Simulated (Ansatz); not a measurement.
# Ge2Sb2Te5: the cost of one run

Computed with Ansatz 0.2.0 (DFT PBE, scalar-relativistic, plane waves, PAW, unless a step's input says otherwise).

17 further runs of the same task are left out: 17 set aside as unsound or not needed.

**1. The system as given**

Symmetry: P-3m1, No. 164, trigonal system. Conventional cell: a = 4.264 Å, b = 4.264 Å, c = 18.087 Å, α = 90.00°, β = 90.00°, γ = 120.00°. Around Ge (site symmetry 3m) lie 6 Te at 2.84 to 3.32 Å. Around Sb (site symmetry 3m) lie 6 Te at 3.02 to 3.19 Å. Around Te (site symmetry -3m) lie 6 Sb at 3.19 Å. Te (site symmetry 3m) has 3 Sb at 3.02 Å and 3 Ge at 3.32 Å as nearest neighbours. Te (site symmetry 3m) has 3 Ge at 2.84 Å as nearest neighbours.

Coordinates:

```
CELL_PARAMETERS angstrom
4.26400 0.00000 0.00000
-2.13200 3.69273 0.00000
0.00000 0.00000 18.08655
ATOMIC_POSITIONS crystal
Ge 0.00000 0.00000 0.33147
Ge 0.00000 0.00000 0.66853
Sb 0.33333 0.66667 0.11216
Sb 0.66667 0.33333 0.88784
Te 0.00000 0.00000 0.00000
Te 0.33333 0.66667 0.79136
Te 0.66667 0.33333 0.20864
Te 0.33333 0.66667 0.40975
Te 0.66667 0.33333 0.59025
```

It goes back to an entry of the Materials Project, which need not be the stable form.

This cell was relaxed beforehand with the same method: volume 31.64 Å³/atom, gap on the mesh 0.18 eV.

**2. What is varied**

The energy is mapped over the lattice constants a and c of the conventional cell.

First coordinate, lattice constant a (and b): 7 values from 3.966 to 4.562 Å. Second coordinate, lattice constant c: 7 values from 17.182 to 18.991 Å.

Nothing else is relaxed (fractional coordinates fixed). Energies count from the relaxed crystal. Points are written as (first, second).

**3. Point (4.264 Å, 17.182 Å)**

The input, input.yaml:

```yaml
crystal:
  lattice:
    - [4.263999294, 0.0, 0.0]
    - [-2.131999647, 3.6927317103, 0.0]
    - [0.0, 0.0, 17.1822]
  atoms:
    - { symbol: Ge, position: [0.0, 0.0, 0.331471356] }
    - { symbol: Ge, position: [0.0, 0.0, 0.668528644] }
    - { symbol: Sb, position: [0.3333333333, 0.6666666667, 0.1121550832] }
    - { symbol: Sb, position: [0.6666666667, 0.3333333333, 0.8878449168] }
    - { symbol: Te, position: [0.0, 0.0, 0.0] }
    - { symbol: Te, position: [0.3333333333, 0.6666666667, 0.7913602895] }
    - { symbol: Te, position: [0.6666666667, 0.3333333333, 0.2086397105] }
    - { symbol: Te, position: [0.3333333333, 0.6666666667, 0.4097504733] }
    - { symbol: Te, position: [0.6666666667, 0.3333333333, 0.5902495267] }
basis:
  ecutwfc: 420
kpoints:
  mp_grid: { grid: [9, 9, 2] }
hamiltonian:
  xc: pbe
  pseudopotentials: { kind: paw, azcp: { folder: soft_1 } }
scf:
  occupations: { method: gaussian, width: 0.03 }
output:
  forces: true
  stress: true
  eigenvalues: true
```

Launch:

```bash
ansatz run input.yaml --threads 2 --pin off --max-ram 4096MiB --backend cpu --events-out ev --progress --plain --runs-dir out
```

**Question.** How long does this run take on 2 threads of Arm Neoverse N1, shared host, and how much memory does it need?

About 25 s, with a peak of 0.8 GiB.
